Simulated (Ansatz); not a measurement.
F₂Ga, SMILES [F][Ga][F], vertical spin-state energies

Run with Ansatz 0.2.0 through its Python package.

The script, `spin_f2ga.py`:
```python
import warnings

import ansatz as az

warnings.simplefilter("ignore", az.DeckWarning)

mol = (
    az.Crystal.molecule()
    .atom("F", (-1.2223, 0.4354, -0.6301))
    .atom("Ga", (0.1326, 0.3567, 0.1142))
    .atom("F", (1.0788, -0.857, 0.5026))
)

setup = mol.calculation()
setup = setup.basis(gaussian="def2-SVP")
setup = setup.correlation("ccsd_t")
found = {}
for unpaired in [1, 3]:
    summary = setup.spin("collinear", total=unpaired).run(threads=1, backend="cpu").report
    s = unpaired / 2
    found[unpaired] = summary["free_energy_ev"]
    print(f"2S+1 = {unpaired + 1}: E = {found[unpaired]:.5f} eV, <S^2> = {abs(summary['mean_field']['state']['spin_squared']):.3f} (pure state {s * (s + 1):.2f})")
lowest = min(found, key=found.get)
for unpaired, e in found.items():
    print(f"multiplicity {unpaired + 1}: {96.485332 * (e - found[lowest]):.1f} kJ/mol above the lowest")
```

```console
$ python spin_f2ga.py
2S+1 = 2: E = -57750.26391 eV, <S^2> = 0.753 (pure state 0.75)
2S+1 = 4: E = -57740.68194 eV, <S^2> = 3.756 (pure state 3.75)
multiplicity 2: 0.0 kJ/mol above the lowest
multiplicity 4: 924.5 kJ/mol above the lowest
```

In order: multiplicity 2 (+0.00 eV) and multiplicity 4 (+9.58 eV), all at the one geometry.

What to keep in mind:
- Total energies depend on the basis set; only differences at equal settings carry meaning.
- The geometry is a force-field or estimated start, not a minimum of this method, and the basis set is short of its limit. All parts are taken at fixed geometry, without zero-point energy.
- The species is open-shell (spin multiplicity 2).
- S² is that of the Hartree-Fock reference.
- Wall time of the script: 50 s on 1 thread of Intel(R) Xeon(R) 6975P-C (Granite Rapids), on a shared host, peak memory 0.33 GiB.

(Lines on the test bed's own set-up are left out of the output.)
